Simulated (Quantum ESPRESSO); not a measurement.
## Zr2BAs in Quantum ESPRESSO: the effect of target pressure

The system is Zr2BAs.

```
Zr B As
1.0
     3.80790    0.00000    0.00000
     0.00000    3.80790    0.00000
     0.00000    0.00000    4.59243
Zr B As
2 1 1
Direct
  0.50000 0.00000 0.67355
  0.00000 0.50000 0.67355
  0.50000 0.50000 0.36140
  0.50000 0.50000 0.96420
```

The cell was built by a generator and needn't be a form met in nature.

Alike in all runs:

* Program: Quantum ESPRESSO 7.5
* Task: phonons
* Functional: PBEsol
* Potentials or basis: GBRV 1.5 PBEsol
* Cutoff: 612 eV
* Density cutoff: 4898 eV
* k mesh: 5 × 5 × 4
* Occupations: cold, width 0.2 eV
* Spin: no spin polarisation

Each run relaxes the cell or the atoms first.

```csv
target pressure,relaxed volume (Å³/atom),highest phonon frequency (cm⁻¹)
-3 GPa,23.02,625
0 GPa,?,?
3 GPa,21.54,695
8 GPa,20.58,745
15 GPa,19.49,809
```

Q: What does the run with target pressure 0 GPa give?

A: Relaxed volume 22.22 Å³/atom; highest phonon frequency 662 cm⁻¹.

Worked out: In Murnaghan's law V^(-B') rises as a straight line in P. The other rows fit best with B' = 3.4, V0 = 22.23 Å³/atom and B0 = 91 GPa, which gives 22.23 Å³/atom at 0 GPa, against the run's 22.22. A parabola through the other rows of the highest phonon frequency, of slope 11.5 cm⁻¹ per GPa there, gives 661 cm⁻¹, against the run's 662.

Caveats: the mesh is thin for the phonons of a metal; the volume moved by over 15 % at a fixed basis, so the end points are rough; the cell is more than 3 GPa from zero pressure, which shifts response properties (some runs).
